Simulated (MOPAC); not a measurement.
# CH7AlSSi (SMILES CS[SiH2][AlH2]) at PM6-D3H4X(5 orbitals) (COSMO thf, active occupied 3, ci CI, root 1)

Aim: a geometry optimisation of CH7AlSSi. 

The calculation is run with MOPAC 23.2.5.

6 further runs of the same task are left out: 3 that didn't finish, 3 set aside as unsound or not needed.

**1. The molecule**

The species is CH7AlSSi (11 atoms), meant as a singlet with charge 0. SMILES: `CS[SiH2][AlH2]`. The shape comes from a force field and isn't a relaxed structure. This is one conformer, not always the lowest. The run starts from this shape.

Bond lengths: C1–S2 1.765 Å, S2–Si3 2.150 Å, Si3–Al4 2.385 Å, C1–H5 1.120 Å, C1–H6 1.181 Å, C1–H7 1.100 Å, Si3–H8 1.517 Å, Si3–H9 1.442 Å, Al4–H10 1.521 Å, Al4–H11 1.639 Å. Some angles: C1–S2–Si3 92.5°, S2–Si3–Al4 109.8°, S2–C1–H5 114.4°, S2–C1–H6 109.3°, S2–C1–H7 112.2°, S2–Si3–H8 107.2°, S2–Si3–H9 110.0°, Al4–Si3–H8 105.5°, Al4–Si3–H9 114.5°, Si3–Al4–H10 121.9°.

**2. A geometry optimisation at PM6-D3H4X(5 orbitals) (COSMO thf, active occupied 3, ci CI, root 1)**

The input, job.py:

```python
from ase.calculators.mopac import MOPAC
from ase.optimize import BFGS
from ase import Atoms

atoms = Atoms(
    ['C', 'S', 'Si', 'Al', 'H', 'H', 'H', 'H', 'H', 'H', 'H'],
    positions=[
        [-1.078000, 1.506700, 0.199000],
        [0.364400, 1.332100, 1.201500],
        [0.426700, -0.796800, 0.907100],
        [1.236300, -1.287800, -1.281700],
        [-0.931100, 1.224200, -0.875300],
        [-1.405800, 2.640900, 0.181800],
        [-1.942000, 0.969000, 0.616500],
        [1.469700, -1.351200, 1.859200],
        [-0.858200, -1.375900, 1.213000],
        [2.577800, -0.770100, -1.778300],
        [0.205600, -2.148000, -2.222200],
    ],
)
mopac = MOPAC(label="job", method="PM6-D3H4X", task="1SCF GRADIENTS C.I.=(5,3) ITRY=50 MECI EPS=7.43 SHIFT=-20 THREADS=1 AUX(PRECISION=6)")
atoms.calc = mopac
opt = BFGS(atoms, trajectory="opt.traj")
done = opt.run(fmax=0.05, steps=80)
print("converged:", done)
energy = atoms.get_potential_energy()
print("E =", round(energy, 6), "eV")
print("forces (eV/A):")
for sym, f in zip(atoms.get_chemical_symbols(), atoms.get_forces()):
    print(f"{sym:2s} {f[0]:10.5f} {f[1]:10.5f} {f[2]:10.5f}")
print("heat of formation (kcal/mol): %.4f" % (mopac.get_final_heat_of_formation() / 0.0433641153))
print("final positions (A):")
for atom in atoms:
    print(f"{atom.symbol:2s} {atom.x:11.6f} {atom.y:11.6f} {atom.z:11.6f}")
```

Run with:

```bash
$ export ASE_MOPAC_COMMAND="mopac PREFIX.mop > /dev/null 2>&1"
$ python job.py
```

**Question.** What will come out? Wanted: total energy at the end; dipole moment; HOMO energy; LUMO energy; HOMO–LUMO gap; dispersion energy; heat of formation; lowest excitation energy within this active space.

Answer, from the run:

Level: PM6-D3H4X(5 orbitals) (COSMO thf, active occupied 3, ci CI, root 1).

| quantity | value |
| --- | --- |
| total energy at the end | -19.04549 Eh |
| dipole moment | 2.57 D |
| HOMO energy | -9.26 eV |
| LUMO energy | -1.55 eV |
| HOMO–LUMO gap | 7.71 eV |
| dispersion energy | -2.81 kJ/mol |
| heat of formation | -38.4 kcal/mol |
| lowest excitation energy within this active space | 2.46 eV |

In words: At the final geometry: Bond lengths: C1–S2 1.821 Å, S2–Si3 2.194 Å, Si3–Al4 2.034 Å, C1–H5 1.110 Å, C1–H6 1.116 Å, C1–H7 1.110 Å, Si3–H8 1.500 Å, Si3–H9 1.496 Å, Al4–H10 1.593 Å, Al4–H11 1.595 Å. Some angles: C1–S2–Si3 110.0°, S2–Si3–Al4 99.6°, S2–C1–H5 109.7°, S2–C1–H6 104.4°, S2–C1–H7 111.1°, S2–Si3–H8 105.9°, S2–Si3–H9 113.2°, Al4–Si3–H8 111.9°, Al4–Si3–H9 112.9°, Si3–Al4–H10 124.4°. The optimisation stopped short of its gradient threshold. The optimisation took 41 steps and changed the energy by -1.378 eV.
